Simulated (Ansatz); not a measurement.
# ScBiTe3S: the cost of one run

Program: Ansatz 0.2.0. Level of theory: DFT PBE, scalar-relativistic, plane waves, PAW. These are calculated values, not measurements.

### 1 The system as given

Symmetry: P4mm, No. 99, tetragonal system. Conventional cell: a = 4.133 Å, b = 4.133 Å, c = 9.960 Å, α = 90.00°, β = 90.00°, γ = 90.00°. Sc (site symmetry 4mm) has 8 Te at 2.51 to 3.63 Å and 4 Bi at 3.23 Å as nearest neighbours. Bi (site symmetry 4mm) has 1 S at 2.05 Å and 4 Te at 2.07 Å as nearest neighbours. Te (site symmetry 2mm) is surrounded by 2 Bi at 2.07 Å and 2 Sc at 2.51 Å. Te (site symmetry 4mm) has 1 Bi at 3.52 Å and 4 Sc at 3.63 Å as nearest neighbours. S (site symmetry 4mm) is surrounded by 1 Bi at 2.05 Å.

Coordinates:

```cif
data_structure
_symmetry_space_group_name_H-M 'P4mm'
_symmetry_Int_Tables_number 99
_cell_length_a 4.1329
_cell_length_b 4.1329
_cell_length_c 9.9599
_cell_angle_alpha 90.000
_cell_angle_beta 90.000
_cell_angle_gamma 90.000
_cell_volume 170.13
loop_
_atom_site_label
_atom_site_type_symbol
_atom_site_symmetry_multiplicity
_atom_site_Wyckoff_symbol
_atom_site_fract_x
_atom_site_fract_y
_atom_site_fract_z
_atom_site_occupancy
Sc1 Sc 1 a 0.00000 0.00000 0.25618 1
Bi1 Bi 1 b 0.50000 0.50000 0.39372 1
Te1 Te 2 c 0.50000 0.00000 0.39879 1
Te2 Te 1 b 0.50000 0.50000 0.04035 1
S1 S 1 b 0.50000 0.50000 0.59917 1
```

A structure generator made this guess: random cell by space group and Wyckoff sites (P4mm, No. 99). Its size is a rough estimate.

### 2 The guess as it stands, on a coarse mesh

input.yaml reads:

```yaml
crystal:
  lattice:
    - [4.13291537, 0.0, 0.0]
    - [0.0, 4.13291537, 0.0]
    - [0.0, 0.0, 9.95990561]
  atoms:
    - { symbol: Sc, position: [0.0, 0.0, 0.2561786] }
    - { symbol: Bi, position: [0.5, 0.5, 0.39372255] }
    - { symbol: Te, position: [0.5, 0.0, 0.39878854] }
    - { symbol: Te, position: [0.0, 0.5, 0.39878854] }
    - { symbol: Te, position: [0.5, 0.5, 0.04034851] }
    - { symbol: S, position: [0.5, 0.5, 0.59916574] }
basis:
  ecutwfc: 420
kpoints:
  mp_grid: { grid: [4, 4, 2] }
hamiltonian:
  xc: pbe
scf:
  occupations: { method: gaussian, width: 0.1 }
  lower_state_search: "off"
output:
  forces: true
  stress: true
  eigenvalues: true
```

Launch:

```
$ ansatz run input.yaml --threads 1 --pin off --max-ram 2560MiB --backend cpu --events-out ev --progress --plain --runs-dir out
```

What time and memory should one allow on 1 thread of Intel Xeon 6975P-C (Granite Rapids), shared host?

About 7.5 s, with a peak of 0.47 GiB.
